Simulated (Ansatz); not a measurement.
# H2CI2: the cost of one run

Program: Ansatz 0.2.0. Level of theory: DFT PBE, scalar-relativistic, plane waves, PAW. These are calculated values, not measurements.

### Step 1. Starting point

It takes space group Fmm2 (No. 42, orthorhombic). The conventional cell has a = 8.204 Å, b = 13.087 Å, c = 5.139 Å, α = 90.00°, β = 90.00°, γ = 90.00°. H (site symmetry m) is surrounded by 1 C at 1.09 Å. C (site symmetry mm2) has 2 H at 1.09 Å in its first shell of neighbours. Around I (site symmetry m) lie 1 C at 2.15 Å.

As a file:

```
CELL_PARAMETERS angstrom
0.00000 6.54348 2.56951
4.10176 0.00000 2.56951
4.10176 6.54348 0.00000
ATOMIC_POSITIONS crystal
H 0.76996 0.99080 0.23004
H 0.99080 0.76996 0.00920
C 0.99869 0.99869 0.00131
I 0.36601 0.09056 0.90944
I 0.09056 0.36601 0.63399
```

It is the result of an earlier relaxation at this level (volume 27.59 Å³/atom; gap on the mesh: 2.95 eV).

### Step 2. Band edges anywhere in the zone

input.yaml

```yaml
crystal:
  lattice:
    - [0.0, 6.5434809871, 2.5695060635]
    - [4.1017575233, 0.0, 2.5695060635]
    - [4.1017575233, 6.5434809871, 0.0]
  atoms:
    - { symbol: H, position: [0.7699641936, 0.9907977063, 0.2300358064] }
    - { symbol: H, position: [0.9907977063, 0.7699641936, 0.0092022937] }
    - { symbol: C, position: [0.9986880218, 0.9986880218, 0.0013119782] }
    - { symbol: I, position: [0.366012186, 0.0905578923, 0.9094421077] }
    - { symbol: I, position: [0.0905578923, 0.366012186, 0.633987814] }
basis:
  ecutwfc: 420
kpoints:
  mp_grid: { grid: [6, 6, 6] }
  band_path: { path: [VBM, CBM], npoints: 2 }
hamiltonian:
  xc: pbe
scf:
  occupations: { method: gaussian, width: 0.02 }
output:
  forces: false
  stress: false
  eigenvalues: true
checkpoint:
  read: start.run
  write: ck
  compress: false
  write_wavefunctions: false
  write_every: 100000
```

Started as:

```bash
$ ansatz run input.yaml --threads 1 --pin off --max-ram 2560MiB --backend cpu --events-out ev --progress --plain --runs-dir out
```

What time and memory should one allow on 1 thread of Arm Neoverse N1, shared host?

About 61 s, with a peak of 0.4 GiB.
